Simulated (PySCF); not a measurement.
# C7H11NO: the cost of one run

Computed with PySCF 2.14.0 and routines of our own; the level stands in each step. Atoms count from 0.

## 1. The starting structure

20 atoms, charge 0, multiplicity 1; geometry from: GFN2-xTB.

## 2. Magnetic properties: GIAO B97-2/pcSseg-1

What the job is given:

```
{"job": {"kind": "mag", "xc": "B97-2", "basis": "pcSseg-1", "isotopologues": 0}, "charge": 0, "multiplicity": 1}
C      0.865035    -0.829687     1.200578
C      0.594658    -0.006621    -0.067409
C      1.911068     0.304576    -0.779593
C     -0.349783    -0.773675    -1.004177
C     -1.759755    -0.738162    -0.507224
C     -2.210778     0.259899     0.241721
C     -1.349301     1.408222     0.597475
O     -1.774947     2.440418     1.081346
N     -0.037068     1.252081     0.291466
H      1.393939    -1.746730     0.953417
H      1.470895    -0.256156     1.898319
H     -0.072768    -1.085045     1.688163
H      1.734893     0.956778    -1.631925
H      2.372988    -0.613433    -1.132943
H      2.603471     0.799052    -0.101833
H     -0.324128    -0.322421    -2.002094
H     -0.007332    -1.804850    -1.101700
H     -2.407838    -1.548997    -0.810744
H     -3.229727     0.315206     0.590665
H      0.571329     2.000224     0.593456
```

With the program's defaults for keys left out, this is: GIAO B97-2/pcSseg-1 magnetisability, rotational g tensor and spin-rotation constants, non-relativistic, gas phase.

Run with:

```sh
$ OMP_NUM_THREADS=1 python excited_run.py task.json out
```

This one command runs all jobs of the session in turn.

**Question.** How long does this first job take on 1 thread of Arm Neoverse V2, shared host, and how much memory does it need?

About 39 s, with a peak of 1 GiB.
